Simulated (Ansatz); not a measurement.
# CoSi (doublet): wave-function methods side by side, def2-TZVPP

An exercise on one series of results from a longer session: the logs are not shown, and one member is left open.

Program: Ansatz 0.2.0, Gaussian basis. Level of theory: def2-TZVPP, core rule «outside noble gas», up to 14 orbitals frozen. These are calculated values, not measurements.

The runs, in order: UHF; CCSD(T) on ROHF; CCSD(T) on UHF; CCSDT(Q) on ROHF; CCSDT(Q) on UHF; CASSCF and NEVPT2, 13 electrons in 10 orbitals.

2 further runs of the same task are left out: 2 set aside as unsound or not needed.

## The system

The geometry is a PBE0/def2-TZVP stationary point (not a proven minimum) of the parent state, kept for this charge and spin.

2 atoms, charge 0, spin multiplicity 2.

Atoms are counted from 1 here; the program's logs count them from 0.

Bond lengths: Co1–Si2 2.231 Å.

The first run:

in.yaml

```yaml
crystal:
  periodic: [false, false, false]
  atoms:
    - {symbol: Co, position_ang: [0.000000, 0.000000, 0.000000]}
    - {symbol: Si, position_ang: [0.000000, 0.000000, 2.230600]}
basis:
  gaussian: {orbitals: def2-TZVPP}
magnetization: {spin_polarized: true, initial_magnetization: 1}
hamiltonian: {xc: hf}
output: {orbitals: {seedname: orbitals}}
```

Launch:

```bash
ansatz run in.yaml --threads 1 --pin off --events-out ev --progress --plain --max-ram 4096MiB --backend cpu
```

Steps of the session up to this table: UHF; CCSD(T) on ROHF; CCSD(T) on UHF; CCSDT(Q) on ROHF; CCSDT(Q) on UHF; CASSCF and NEVPT2, 13 electrons in 10 orbitals.

One of the session's tables, all rows but one given; the rest of the session is left out.

```
        method  from UCCSDT(Q) (meV)
          ROHF              +15848.0
           UHF              +10981.7
          RMP2               +4654.2
          UMP2               +2352.7
         RCCSD               +1648.1
         UCCSD               +1286.8
      RCCSD(T)                -656.1
      UCCSD(T)                +607.0
        UCCSDT                +318.9
     UCCSDT(Q)                     0
CASSCF valence                     ?
NEVPT2 valence               +1928.7
```

**Question.** Estimate the row for CASSCF valence.

As computed: from UCCSDT(Q) (meV): +10417.5. In the column «from UCCSDT(Q) (meV)» it lies between RMP2 (+4654.2) and UHF (+10981.7).

Not comparable, so not listed: CCSDT(Q) on ROHF (they don't share determinant, frozen orbitals or solution with the rows shown, or repeat one).

The program flags RCCSD(T) as in doubt (see the logs), so those rows may rest on another solution; read them beside their warnings.

Limits of these values: The determinant is far from a pure spin state, so its energy mixes those of several spin states (harmless only where they are near-degenerate, as at dissociation). The program flags RCCSD(T) as in doubt, so those rows may rest on another solution; read them beside their warnings. Warnings: spin contamination; large T1 diagnostic. Restricted and unrestricted rows rest on different reference determinants; where their highest levels disagree by more than a few hundredths of an eV, they describe different states and don't form one ladder.
